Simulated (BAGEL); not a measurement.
# One shape, several levels: triplet Si2H4ClF

Aim: a comparison of 4 runs (UHF/STO-3G, ROHF/6-31G*, ROHF/def2-SVP, UHF/def2-SVP) of triplet Si2H4ClF. 

Program for the calculation: BAGEL 1.2.2.

2 further runs of the same task are left out: 2 set aside as unsound or not needed. Runs told in other sessions of the task aren't counted.

**1. The molecule**

Si2H4ClF has 8 atoms, charge 0, and is taken as a triplet. As SMILES of the parent species, `F[SiH]([SiH3])Cl`. The coordinates come from a PBE0-D4/def2-TZVP relaxation. That shape belongs to the parent species and isn't relaxed for this state.

Bond lengths: F1–Si2 1.597 Å, Si2–Si3 2.339 Å, Si2–Cl4 2.049 Å, Si2–H5 1.481 Å, Si3–H6 1.487 Å, Si3–H7 1.486 Å, Si3–H8 1.485 Å. Some angles: F1–Si2–Si3 109.8°, F1–Si2–Cl4 107.9°, Si3–Si2–Cl4 109.0°, F1–Si2–H5 107.2°, Si3–Si2–H5 115.4°, Cl4–Si2–H5 107.3°, Si2–Si3–H6 110.0°, Si2–Si3–H7 108.3°, Si2–Si3–H8 109.2°, H6–Si3–H7 109.5°.

**2. The energy at UHF/STO-3G (density fitting with qzvpp-jkfit) (run 1)**

File calc.json:

```json
{ "bagel": [

{
  "title": "molecule",
  "basis": "sto-3g",
  "df_basis": "qzvpp-jkfit",
  "angstrom": true,
  "geometry": [
    { "atom": "F", "xyz": [      -1.329000,       1.796800,       0.161200 ] },
    { "atom": "Si", "xyz": [      -0.382900,       0.812800,      -0.667700 ] },
    { "atom": "Si", "xyz": [       0.539000,      -0.793000,       0.761300 ] },
    { "atom": "Cl", "xyz": [      -1.534100,      -0.130100,      -2.075900 ] },
    { "atom": "H", "xyz": [       0.596600,       1.655400,      -1.392300 ] },
    { "atom": "H", "xyz": [       1.355700,      -0.131100,       1.812300 ] },
    { "atom": "H", "xyz": [       1.403500,      -1.693800,      -0.044400 ] },
    { "atom": "H", "xyz": [      -0.556600,      -1.574100,       1.389600 ] }
  ]
},

{
  "title": "uhf",
  "nopen": 2
},

{
  "title": "print",
  "file": "orbitals.molden",
  "orbitals": true
}

]}
```

Command:

```sh
$ BAGEL_NUM_THREADS=1 BAGEL calc.json > calc.out
```

The program printed:

```text
* using 1 threads per process

  ===============================================================
  ===============================================================

  *** Geometry ***

  { "atom" : "F", "xyz" : [     -2.511446,      3.395460,      0.304624 ] },
  { "atom" : "Si", "xyz" : [     -0.723576,      1.535969,     -1.261770 ] },
  { "atom" : "Si", "xyz" : [      1.018562,     -1.498553,      1.438648 ] },
[... 4 lines of this table left out ...]
  { "atom" : "H", "xyz" : [     -1.051822,     -2.974618,      2.625963 ] },

  Number of auxiliary basis functions:      533

  Since a DF basis is specified, we compute 2- and 3-index integrals:
    o Being stored without compression. Storage requirement is 0.006 GB

  Number of basis functions:       36
  Number of electrons      :       58

    * METHOD: MOLECULE                             0.16

  *** Open-shell HF ***

  === Nuclear Repulsion ===
   276.2049934957

      * DIIS with orbital gradients will be used.

  === UHF iteration (sto-3g) ===
      0      -1125.78076634          0.02253989           0.05
      1      -1125.88608753          0.00891841           0.05
      2      -1125.90189374          0.00296424           0.04
[... 17 lines of this table left out ...]
     20      -1125.91307110          0.00000001           0.04
    * SCF iteration converged.

    * S^2 (UHF) is 2.0081

    * Permanent dipole moment:
           (   -0.899102,    -0.347455,    -0.813793) a.u.

    * METHOD: UHF                                  1.12

    * METHOD: PRINT                                0.00

  ===============================================================
```

It took 1.4 s on 1 thread of Intel Xeon 6975P-C (Granite Rapids), shared host.

**3. A single-point energy at ROHF/6-31G(d) (density fitting with qzvpp-jkfit, spherical functions) (run 2)**

File calc.json:

```json
{ "bagel" : [

{
  "title" : "molecule",
  "basis" : "6-31gs.json",
  "df_basis" : "qzvpp-jkfit",
  "angstrom" : true,
  "geometry" : [
    { "atom" : "F", "xyz" : [      -1.329000,       1.796800,       0.161200 ] },
    { "atom" : "Si", "xyz" : [      -0.382900,       0.812800,      -0.667700 ] },
    { "atom" : "Si", "xyz" : [       0.539000,      -0.793000,       0.761300 ] },
    { "atom" : "Cl", "xyz" : [      -1.534100,      -0.130100,      -2.075900 ] },
    { "atom" : "H", "xyz" : [       0.596600,       1.655400,      -1.392300 ] },
    { "atom" : "H", "xyz" : [       1.355700,      -0.131100,       1.812300 ] },
    { "atom" : "H", "xyz" : [       1.403500,      -1.693800,      -0.044400 ] },
    { "atom" : "H", "xyz" : [      -0.556600,      -1.574100,       1.389600 ] }
  ]
},

{ "title" : "rohf", "nopen" : 2 },

{ "title" : "print", "file" : "orbitals.molden", "orbitals" : true }

]}
```

The basis set 6-31G* is read from a file made from the Basis Set Exchange's data (not shown).

Command:

```sh
$ BAGEL_NUM_THREADS=1 BAGEL calc.json > calc.out
```

The program printed:

```text
* using 1 threads per process

  ===============================================================
  ===============================================================

  *** Geometry ***

  { "atom" : "F", "xyz" : [     -2.511446,      3.395460,      0.304624 ] },
  { "atom" : "Si", "xyz" : [     -0.723576,      1.535969,     -1.261770 ] },
  { "atom" : "Si", "xyz" : [      1.018562,     -1.498553,      1.438648 ] },
[... 4 lines of this table left out ...]
  { "atom" : "H", "xyz" : [     -1.051822,     -2.974618,      2.625963 ] },

  Number of auxiliary basis functions:      533

  Since a DF basis is specified, we compute 2- and 3-index integrals:
    o Being stored without compression. Storage requirement is 0.025 GB

  Number of basis functions:       76
  Number of electrons      :       58

    * METHOD: MOLECULE                             0.23

  *** Open-shell HF ***

  === Nuclear Repulsion ===
   276.2049934957

      * DIIS with orbital gradients will be used.

  === ROHF iteration (6-31gs.json) ===
      0      -1138.71347052          0.03478939           0.13
      1      -1138.83682825          0.02617379           0.12
      2      -1138.88880733          0.01700924           0.13
[... 31 lines of this table left out ...]
     34      -1138.93380977          0.00000001           0.13
    * SCF iteration converged.

    * S^2 (ROHF) is 2.0000

    * Permanent dipole moment:
           (   -0.884351,     0.558017,    -0.428808) a.u.

    * METHOD: ROHF                                 4.69

    * METHOD: PRINT                                0.01

  ===============================================================
```

Wall time 5.1 s (1 thread of Intel Xeon 6975P-C (Granite Rapids), shared host).

Run 3 isn't shown in full; the table further down has it.

**4. The energy at UHF/def2-SVP (density fitting with qzvpp-jkfit) (run 4)**

File hf.json:

```json
{ "bagel": [

{
  "title": "molecule",
  "basis": "svp",
  "df_basis": "qzvpp-jkfit",
  "angstrom": true,
  "geometry": [
    { "atom": "F", "xyz": [   -1.329000,    1.796800,    0.161200 ] },
    { "atom": "Si", "xyz": [   -0.382900,    0.812800,   -0.667700 ] },
    { "atom": "Si", "xyz": [    0.539000,   -0.793000,    0.761300 ] },
    { "atom": "Cl", "xyz": [   -1.534100,   -0.130100,   -2.075900 ] },
    { "atom": "H", "xyz": [    0.596600,    1.655400,   -1.392300 ] },
    { "atom": "H", "xyz": [    1.355700,   -0.131100,    1.812300 ] },
    { "atom": "H", "xyz": [    1.403500,   -1.693800,   -0.044400 ] },
    { "atom": "H", "xyz": [   -0.556600,   -1.574100,    1.389600 ] }
  ]
},
{ "title": "uhf", "nopen": 2 },
{ "title": "print", "file": "orbitals.molden", "orbitals": true }

]}
```

Command:

```sh
$ BAGEL_NUM_THREADS=1 BAGEL hf.json > hf.out
```

The program printed:

```text
* using 1 threads per process

  ===============================================================
  ===============================================================

  *** Geometry ***

  { "atom" : "F", "xyz" : [     -2.511446,      3.395460,      0.304624 ] },
  { "atom" : "Si", "xyz" : [     -0.723576,      1.535969,     -1.261770 ] },
  { "atom" : "Si", "xyz" : [      1.018562,     -1.498553,      1.438648 ] },
[... 4 lines of this table left out ...]
  { "atom" : "H", "xyz" : [     -1.051822,     -2.974618,      2.625963 ] },

  Number of auxiliary basis functions:      533

  Since a DF basis is specified, we compute 2- and 3-index integrals:
    o Being stored without compression. Storage requirement is 0.033 GB

  Number of basis functions:       88
  Number of electrons      :       58

    * METHOD: MOLECULE                             0.21

  *** Open-shell HF ***

  === Nuclear Repulsion ===
   276.2049934957

      * DIIS with orbital gradients will be used.

  === UHF iteration (svp) ===
      0      -1138.38290883          0.02981411           0.19
      1      -1138.50294612          0.02162346           0.20
      2      -1138.55090728          0.01384414           0.16
[... 46 lines of this table left out ...]
     49      -1138.58778984          0.00000001           0.16
    * SCF iteration converged.

    * S^2 (UHF) is 2.0091

    * Permanent dipole moment:
           (   -0.753536,     0.411510,    -0.255233) a.u.

    * METHOD: UHF                                  8.22

    * METHOD: PRINT                                0.01

  ===============================================================
```

Wall time 8.7 s (1 thread of Intel Xeon 6975P-C (Granite Rapids), shared host).

**5. All runs side by side**

```
run                                                                level   energy (Eh)  dipole moment (D)   ⟨S²⟩  wall time
  1                        UHF/STO-3G (density fitting with qzvpp-jkfit)  -1125.913071               3.21  2.008      1.4 s
  2  ROHF/6-31G* (density fitting with qzvpp-jkfit, spherical functions)  -1138.933810               2.87  2.000      5.1 s
  3                     ROHF/def2-SVP (density fitting with qzvpp-jkfit)  -1138.584980               2.31  2.000      6.9 s
  4                      UHF/def2-SVP (density fitting with qzvpp-jkfit)  -1138.587790               2.28  2.009      8.7 s
```

**6. What came out**

| quantity | value |
| --- | --- |
| run 4: total energy | -1138.58779 Eh |
| run 4: dipole moment | 2.28 D |
| run 4: ⟨S²⟩ | 2.009 |

What this shows: The dipole moment (its size) runs from 2.28 D (UHF/def2-SVP) to 3.21 D (UHF/STO-3G). In run 1 the basis is minimal, so the values are rough. All runs together took 22 s, the longest 8.7 s.
